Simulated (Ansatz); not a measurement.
**Y2TaN3: a closer look at a trial structure**

The task, for Y2TaN3: compute bands, density of states and charges.

Computed with Ansatz 0.2.0 (DFT PBE, scalar-relativistic, plane waves, PAW, unless a step's input says otherwise).

1 further run of the same task is left out (it didn't finish). Runs told in other sessions of the task aren't counted.

### 1 The system as given

Symmetry: P-3m1, No. 164, trigonal system. Conventional cell: a = 3.319 Å, b = 3.319 Å, c = 8.183 Å, α = 90.00°, β = 90.00°, γ = 120.00°. Y (site symmetry 3m) has 6 N at 2.39 to 2.44 Å in its first shell of neighbours. Ta (site symmetry -3m) is surrounded by 6 N at 2.24 Å. N (site symmetry -3m) is surrounded by 6 Y at 2.39 Å. Around N (site symmetry 3m) lie 3 Ta at 2.24 Å and 3 Y at 2.44 Å.

Structure file:

```cif
data_structure
_symmetry_space_group_name_H-M 'P-3m1'
_symmetry_Int_Tables_number 164
_cell_length_a 3.3195
_cell_length_b 3.3195
_cell_length_c 8.1831
_cell_angle_alpha 90.000
_cell_angle_beta 90.000
_cell_angle_gamma 120.000
_cell_volume 78.09
loop_
_atom_site_label
_atom_site_type_symbol
_atom_site_symmetry_multiplicity
_atom_site_Wyckoff_symbol
_atom_site_fract_x
_atom_site_fract_y
_atom_site_fract_z
_atom_site_occupancy
Y1 Y 2 d 0.33333 0.66667 0.67444 1
Ta1 Ta 1 a 0.00000 0.00000 0.00000 1
N1 N 1 b 0.00000 0.00000 0.50000 1
N2 N 2 d 0.33333 0.66667 0.14187 1
```

The cell was relaxed beforehand at this level, from a database cell with other species swapped in; it needn't be the stable form of this composition. At a tolerance of 0.05 Å it has space group P-3m1 (No. 164); it has 13.01 Å³/atom, an uncorrected energy of -1.46 eV/atom over the elements.

### 2 Electronic structure at the relaxed geometry

input.yaml

```yaml
crystal:
  lattice:
    - [3.319463693, 0.0, 0.0]
    - [-1.6597318465, 2.8747398851, 0.0]
    - [0.0, 0.0, 8.1831238804]
  atoms:
    - { symbol: "Y", position: [0.3333333333, 0.6666666667, 0.6744401277] }
    - { symbol: "Y", position: [0.6666666667, 0.3333333333, 0.3255598723] }
    - { symbol: Ta, position: [0.0, 0.0, 0.0] }
    - { symbol: "N", position: [0.0, 0.0, 0.5] }
    - { symbol: "N", position: [0.3333333333, 0.6666666667, 0.1418674633] }
    - { symbol: "N", position: [0.6666666667, 0.3333333333, 0.8581325367] }
basis:
  ecutwfc: 420
kpoints:
  mp_grid: { grid: [12, 12, 6] }
  band_path:
    path:
      - [[0.0, 0.0, 0.0], [0.5, 0.0, 0.0], [0.33333333, 0.33333333, 0.0], [0.0, 0.0, 0.0], [0.0, 0.0, 0.5], [0.5, 0.0, 0.5], [0.33333333, 0.33333333, 0.5], [0.0, 0.0, 0.5]]
      - [[0.5, 0.0, 0.5], [0.5, 0.0, 0.0]]
      - [[0.33333333, 0.33333333, 0.5], [0.33333333, 0.33333333, 0.0]]
    npoints: 14
hamiltonian:
  xc: pbe
scf:
  occupations: { method: gaussian, width: 0.1 }
  n_extra_bands: 15
output:
  forces: true
  stress: true
  eigenvalues: true
  populations: true
  dos: { projected: true, de: 0.02, nscf_kmesh: { grid: [15, 15, 8] } }
  bader: true
  write_density: true
  write_potential: true
  elf: true
  volumetric_format: npy
```

On the command line:

```sh
ansatz run input.yaml --threads 1 --pin off --max-ram 2560MiB --backend cpu --events-out ev --progress --plain --runs-dir out
```

The program printed:

```text
Warning: RAYON_NUM_THREADS=1 ignored (pool sized by the plan → 1); use --threads N
scf.n_extra_bands = 15 over 25 filled bands (N_el = 50.0): the run solves 40 bands
Engine: ansatz 0.2.0, x86_64-unknown-linux-gnu
Pseudopotentials: kind: paw
Pseudopotential: Y, paw, valence charge 11, recommended cutoff 420 eV (normal), Y.paw.azcp
Pseudopotential: Ta, paw, valence charge 13, recommended cutoff 420 eV (normal), Ta.paw.azcp
Pseudopotential: N, paw, valence charge 5, recommended cutoff 420 eV (normal), N.paw.azcp
Functional definition: PBE
  parameter kappa = 0.804
  parameter beta = 0.06672455060314922
  exchange = pbe_x(kappa = kappa, mu = beta*pi^2/3)
  correlation = pbe_c(beta = beta)
Crystal: 6 atoms, lattice volume = 78.088 Å³
Basis set: ecut = 420 eV, 1563 PW (Γ), exchange–correlation on 48×48×120 points (8 copies of the dense FFT grid, shifted against one another)
Bands: 40, of which v1, the nominal top of the filled ones, is band 25 counted from 1 (24 counted from 0)
Symmetry: 12 space group operations
Space group: P-3m1 (ITA 164), of the structure as read, at distance tolerance 4.3e-5 Å
k-points: 100 of 864
Non-local potential: Y, projectors of the file, l = 0: 3, l = 1: 2, l = 2: 2, l = 3: 1
Non-local potential: Ta, projectors of the file, l = 0: 3, l = 1: 2, l = 2: 2, l = 3: 1
Non-local potential: N, projectors of the file, l = 0: 2, l = 1: 2, l = 2: 1
PAW form: soft (Blöchl's): semilocal exchange-correlation on the pseudo side does not see the compensation charge
PAW one-centre angular grid: Y, 590 points (default); XC on 64 Gauss nodes
PAW one-centre angular grid: Ta, 590 points (default); XC on 64 Gauss nodes
PAW one-centre angular grid: N, 110 points (default); XC on 64 Gauss nodes
Initial density: superposition of atomic densities (neutral atoms: chi_scale 0, normalization atom), corrected by the library's trained network
Initial wavefunctions: pseudopotential atomic-orbital guess
Functional: x = pbe(κ = 0.804, μ = 0.2195149727645171), c = pbe(β = 0.06672455060314922)
SCF iter   1: F=—  HF=-18790.395876 eV  |F-HF|=—  |Δ(HF+E_count)|=         —  Δρ=3.56e-3  dr2=8.86e-3  ethr=1.77e-3  ⟨swp⟩=5.0  Hψ=16204  notcnv=0  defer=253
preconditioner: auto → Kerker (q_TF=auto, 2.533 Å⁻¹)  [metal: Δε(μ)=0.031 eV  Ē_g=16.012 eV  σ=0.100 eV  W_gap=0.17  n_scr=24 (ndim 8)  ℏωp=25.9 eV  f_vac=0.000  D(μ)=1.59/eV (n_scr^D=4)]
SCF iter   2: F=—  HF=-18790.394670 eV  |F-HF|=—  |Δ(HF+E_count)|=   1.21e-3  Δρ=1.85e-3  dr2=2.52e-3  ethr=1.77e-5  ⟨swp⟩=1.1  Hψ=4869  notcnv=0  defer=271
SCF iter   3: F=—  HF=-18790.394449 eV  |F-HF|=—  |Δ(HF+E_count)|=   2.21e-4  Δρ=3.21e-4  dr2=2.11e-4  ethr=5.04e-6  ⟨swp⟩=2.0  Hψ=4104  notcnv=0  defer=271
SCF iter   4: F=—  HF=-18790.394423 eV  |F-HF|=—  |Δ(HF+E_count)|=   2.56e-5  Δρ=8.99e-5  dr2=4.36e-5  ethr=4.23e-7  ⟨swp⟩=2.2  Hψ=4097  notcnv=0  defer=271
SCF iter   5: F=—  HF=-18790.394387 eV  |F-HF|=—  |Δ(HF+E_count)|=   3.60e-5  Δρ=3.70e-5  dr2=5.97e-6  ethr=8.73e-8  ⟨swp⟩=1.2  Hψ=3163  notcnv=0  defer=271
SCF iter   6: F=—  HF=-18790.394386 eV  |F-HF|=—  |Δ(HF+E_count)|=   8.37e-7  Δρ=1.14e-5  dr2=2.71e-7  ethr=1.19e-8  ⟨swp⟩=2.3  Hψ=4374  notcnv=0  defer=271
SCF iter   7: F=-18790.394386 eV  HF=-18790.394386 eV  |F-HF|=2.35e-9  |Δ(HF+E_count)|=   2.71e-8  Δρ=3.00e-6  dr2=1.03e-8  ethr=2.00e-10  ⟨swp⟩=12.3  Hψ=23368  notcnv=0
SCF 1 converged in 7 iterations: F = -18790.394386 eV  dr2 = 1.03e-8
NSCF: frozen V_eff on 129 k-points
NSCF: frozen V_eff on 192 k-points
SCF converged after 7 iterations
Free energy (F): -18790.394386 eV
Harris-Foulkes:  -18790.394386 eV  (|F-HF|=2.35e-9)
Internal energy: -18790.386376 eV  (E = F + TS)
E sigma→0 (E₀):  -18790.390381 eV
Entropy (-TS):   -0.008011 eV (-1.335 meV/atom)
Fermi energy:    15.775414 eV
--- Per-component energies (eV) ---
  E_band       = -162.365932
  E_kinetic    = 1374.672322
  E_local      = -1941.146921  (includes V_loc(G=0)·N_el)
  E_nonlocal   = 248.862947
  E_hartree    = 635.113870
  E_xc         = -751.415433
  E_vxc        = -839.554781  (∫ρ·V_xc dr)
  E_paw        = -14427.961278  (= ΣΔE_a)
  E_vpaw       = -275.427461  (= ΣTr[D̂ρ^β])
  E_aug_tail   = 0.000385  (compensation charges beyond the density's cutoff)
  E_ewald      = -3928.512268
  E_smearing   = -0.008011  (= −TS)
  E_closure    = 0.000000  (closes the sum)
  Σ components = -18790.394386   (vs F -18790.394386, Δ=0.00e0)
--- Forces (eV/Å), atoms counted from 1 ---
  atom   1  Y     -0.00000000     0.00000000     0.00641608
  atom   2  Y      0.00000000    -0.00000000    -0.00641608
  atom   3  Ta     0.00000000    -0.00000000     0.00000000
  atom   4  N     -0.00000000    -0.00000000     0.00000000
  atom   5  N      0.00000000    -0.00000000     0.00732161
  atom   6  N      0.00000000     0.00000000    -0.00732161
  max |Σ_I F_I| component: 3.47e-18 eV/Å
--- Stress (GPa, compression-positive) ---
       -0.001666      -0.000000      -0.000000
        0.000000      -0.001666      -0.000000
       -0.000000       0.000000       0.019246
  P = ⅓ Tr σ = 0.0053 GPa (0.053 kbar)
--- Band table (eV; the first three rows and the last of 100) ---
  k-point 0: bands = ["-53.3794", "-26.2216", "-26.1571", "-19.8316", "-19.7841", "-19.7841", "-6.9773", "-6.2758", "-5.8597", "-5.8597", "-5.8237", "-5.8237", "-0.3618", "1.5120", "2.5817", "9.2323", "10.1819", "10.1819", "10.7474", "12.3337", "12.3337", "13.7619", "13.8844", "13.8844", "15.6137", "15.6137", "16.1799", "17.4370", "18.1129", "18.3964", "18.3964", "19.0794", "19.3125", "19.3125", "19.6658", "19.6658", "21.3247", "21.9420", "22.6595", "22.6595"]
  k-point 1: bands = ["-53.3794", "-26.2220", "-26.1567", "-19.8316", "-19.7841", "-19.7841", "-6.9650", "-6.2923", "-5.8595", "-5.8595", "-5.8239", "-5.8239", "-0.3207", "1.4147", "2.6498", "9.1074", "10.1720", "10.1720", "11.0012", "12.4133", "12.4133", "13.5353", "13.7662", "13.7662", "15.6369", "15.6369", "16.1965", "17.2812", "18.4055", "18.4305", "18.4305", "19.1963", "19.1963", "19.2665", "19.9491", "19.9491", "21.1157", "21.7833", "22.0075", "22.0075"]
  k-point 2: bands = ["-53.3794", "-26.2226", "-26.1561", "-19.8317", "-19.7841", "-19.7841", "-6.9386", "-6.3271", "-5.8591", "-5.8591", "-5.8243", "-5.8243", "-0.2293", "1.2322", "2.7649", "8.9131", "10.1528", "10.1528", "11.5786", "12.6197", "12.6197", "12.9753", "13.4880", "13.4880", "15.6823", "15.6823", "16.2187", "17.0904", "18.3511", "18.3511", "18.9786", "19.4414", "19.4414", "19.7126", "20.2888", "20.2888", "20.6148", "21.1930", "21.1930", "21.3626"]
  k-point 99: bands = ["-53.3626", "-26.0439", "-26.0439", "-20.0161", "-20.0161", "-19.7608", "-6.7768", "-6.6780", "-6.6780", "-6.4966", "-6.1780", "-6.1780", "1.0400", "1.0400", "2.6865", "9.5873", "10.0125", "10.0125", "11.2857", "11.2857", "11.5495", "12.3689", "12.3689", "12.6454", "16.0426", "17.2035", "17.2035", "18.2450", "18.9935", "18.9935", "20.8127", "20.8127", "20.8810", "21.4439", "21.4439", "22.5979", "23.2146", "23.2146", "23.5773", "25.9831"]
--- Löwdin populations: 6 sites ---
  site symbol       q [e]
     0      Y     10.3534
     1      Y     10.3534
     2     Ta     11.9686
     3      N      5.7075
     4      N      5.7247
     5      N      5.7247
  spilling = 0.003356 (of n_electrons = 50.000000)
--- Bader charges: 6 sites ---
  site symbol  charge [e]  shift [e]
     0      Y      1.7817     0.0002
     1      Y      1.7818     0.0002
     2     Ta      1.9598     0.0022
     3      N     -1.8951     0.0002
     4      N     -1.8140     0.0012
     5      N     -1.8141     0.0012
  estimated error of the sums over rays = 8.1e-4 e
```

Run time: 3.4 min. Hardware: 1 thread of Intel Xeon at 2.50GHz (Skylake/Cascade Lake), shared host; peak memory 0.64 GiB.

By site:

| atom | Löwdin electrons | Bader charge (e) | Bader volume (Å³) |
| --- | --- | --- | --- |
| Y1 | 10.35 | +1.78 | 12.8 |
| Y2 | 10.35 | +1.78 | 12.8 |
| Ta3 | 11.97 | +1.96 | 12.4 |
| N4 | 5.71 | -1.90 | 14.6 |
| N5 | 5.72 | -1.81 | 12.7 |
| N6 | 5.72 | -1.81 | 12.7 |

The Löwdin counts miss 0.17 of the 50 electrons, which the atomic orbitals do not span, so they are no charges.

From bands.tsv, the levels nearest the Fermi level at the path's corners, in eV from the Fermi level:

```
point  band 22  band 23  band 24  band 25  band 26  band 27  band 28  band 29
    Γ    -2.01    -1.89    -1.89    -0.16    -0.16     0.41     1.66     2.34
    M    -3.29    -2.37    -2.31    -2.28     1.53     1.95     2.03     2.13
    K    -3.41    -3.41    -3.08     0.02     1.30     1.30     3.61     3.61
    Γ    -2.01    -1.89    -1.89    -0.16    -0.16     0.41     1.66     2.34
    A    -2.99    -2.49    -2.49    -0.07    -0.07     0.45     1.24     2.50
    L    -3.64    -3.24    -2.52    -1.09    -0.34     2.06     2.15     3.96
    H    -3.41    -3.41    -3.13     0.27     1.43     1.43     2.47     3.22
    A    -2.99    -2.49    -2.49    -0.07    -0.07     0.45     1.24     2.50
    L    -3.64    -3.24    -2.52    -1.09    -0.34     2.06     2.15     3.96
    M    -3.29    -2.37    -2.31    -2.28     1.53     1.95     2.03     2.13
    H    -3.41    -3.41    -3.13     0.27     1.43     1.43     2.47     3.22
    K    -3.41    -3.41    -3.08     0.02     1.30     1.30     3.61     3.61
```

Counts of states by energy window (eV from the Fermi level), total and by projection:

```
from  to  total  Y 4d  Ta 5d  N 2p
  -7  -6   1.77  0.19   0.32  0.97
  -6  -5   3.97  0.31   0.94  2.44
  -5  -4   3.86  0.57   0.52  2.54
  -4  -3   5.28  1.06   0.25  3.64
  -3  -2   2.89  0.59   0.08  2.10
  -2  -1   0.54  0.17   0.19  0.16
  -1   0   1.45  0.34   0.74  0.30
   0   1   1.54  0.52   0.67  0.29
   1   2   3.19  1.01   1.49  0.54
   2   3   2.57  1.06   1.05  0.31
   3   4   3.40  1.94   0.62  0.41
   4   5   5.20  2.52   1.22  0.69
```

The solved bands begin to run out at 5.3 eV, so nothing above is shown.

A further 30 or so states lie below the table's range.

Density in a lattice plane of the grid's cell (edges 3.32 and 8.18 Å, at 0.000 of the third edge), which holds Ta and N.

Values in e/Å³, 12 rows by 6 columns:
```
2.74 1.19 0.34 0.34 0.34 1.19
0.20 0.20 0.29 0.41 0.29 0.20
0.10 0.11 0.23 0.37 0.23 0.11
0.17 0.16 0.33 0.63 0.33 0.16
1.22 0.63 0.24 0.21 0.24 0.63
3.54 1.85 0.31 0.12 0.31 1.85
1.22 0.63 0.24 0.21 0.24 0.63
0.17 0.16 0.33 0.63 0.33 0.16
0.10 0.11 0.23 0.37 0.23 0.11
0.20 0.20 0.29 0.41 0.29 0.20
2.74 1.19 0.34 0.34 0.34 1.19
3.04 3.71 0.40 0.20 0.40 3.71
```
Columns run along the first of these edges and rows up along the second, over one cell in 6 and 12 even steps from the bottom left corner. Atoms in the plane (fractional): Ta at (0.00, 0.00), N at (0.00, 0.50).

ELF in the same plane.

Ten even steps from '0' (0.00) to '9' (0.81):
```
6871343178
7523676325
2225777522
3323333323
2111111111
2101454101
6411464114
9962121269
7996101699
0698313896
7996101699
9962121269
6411464114
2101454101
2111111111
3323333323
2225777522
7523676325
6871343178
0582121285
```
Columns run along the first of these edges and rows up along the second, over one cell in 10 and 20 even steps from the bottom left corner. Atoms in the plane (fractional): Ta at (0.00, 0.00), N at (0.00, 0.50).

Both are smooth fields of the valence electrons: close to the nuclei they are not physical.

Maxima of ELF outside the ion cores: 0.85 in the shell around N, 0.7 Å from N.

### 3 The same system, input altered

input.yaml

```yaml
crystal:
  lattice:
    - [3.319463693, 0.0, 0.0]
    - [-1.6597318465, 2.8747398851, 0.0]
    - [0.0, 0.0, 8.1831238804]
  atoms:
    - { symbol: "Y", position: [0.3333333333, 0.6666666667, 0.6744401277] }
    - { symbol: "Y", position: [0.6666666667, 0.3333333333, 0.3255598723] }
    - { symbol: Ta, position: [0.0, 0.0, 0.0] }
    - { symbol: "N", position: [0.0, 0.0, 0.5] }
    - { symbol: "N", position: [0.3333333333, 0.6666666667, 0.1418674633] }
    - { symbol: "N", position: [0.6666666667, 0.3333333333, 0.8581325367] }
basis:
  ecutwfc: 420
kpoints:
  mp_grid: { grid: [12, 12, 6] }
hamiltonian:
  xc: pbe
scf:
  occupations: { method: gaussian, width: 0.1 }
  conv_thr: 0.3
  max_iter: 80
output:
  forces: true
  eigenvalues: true
  stress: true
```

On the command line:

```sh
ansatz run input.yaml --threads 1 --pin off --max-ram 2560MiB --backend cpu --events-out ev --progress --plain --runs-dir out
```

The program printed:

```text
Error: YAML parse error: error: line 21 column 3: unknown field `conv_thr`, expected one of max_iter, algorithm, n_extra_bands, self_checks, convergence, lower_state_search, omitted_lower_state_checks, lower_solution_reach, mixing, occupations, eigensolver, initial_density, exx
  --> <input>:21:3
   |
19 | scf:
20 |   occupations: { method: gaussian, width: 0.1 }
21 |   conv_thr: 0.3
   |   ^ unknown field `conv_thr`, expected one of max_iter, algorithm, n_extra_bands, self_checks, convergence, lower_state_search, omitted_lower_state_checks, lower_solution_reach, mixing, occupations, eigensolver, initial_density, exx
22 |   max_iter: 80
23 | output:
   |
```

Run time: 0.05 s. Hardware: 1 thread of Intel Xeon at 2.50GHz (Skylake/Cascade Lake), shared host; peak memory 0.027 GiB.

### 4 Reading the log

The run ended at the input check. The line that matters: «line 21 column 3: unknown field `conv_thr`, expected one of max_iter, algorithm, n_extra_bands, self_checks, convergence, ...»

Look at the input: scf.conv_thr is 0.3. The key belongs to a different code's input format, or to another block.

The cure: delete scf.conv_thr.

### 5 Results

| quantity | value |
| --- | --- |
| gap | none (metal) |
| states at the Fermi level | 1.21 per eV per cell |
| Bader charges | Y +1.78, Ta +1.96, N -1.90 to -1.81 e |

It comes out metallic. Of the projected weight within 0.25 eV of the Fermi level, the largest part is Ta 5d (57 %) and Y 4d (25 %). Bader charges reach 2.0 e, so charge transfer in this metal is strong. Spin-orbit coupling is left out, which matters for the bands of Ta.
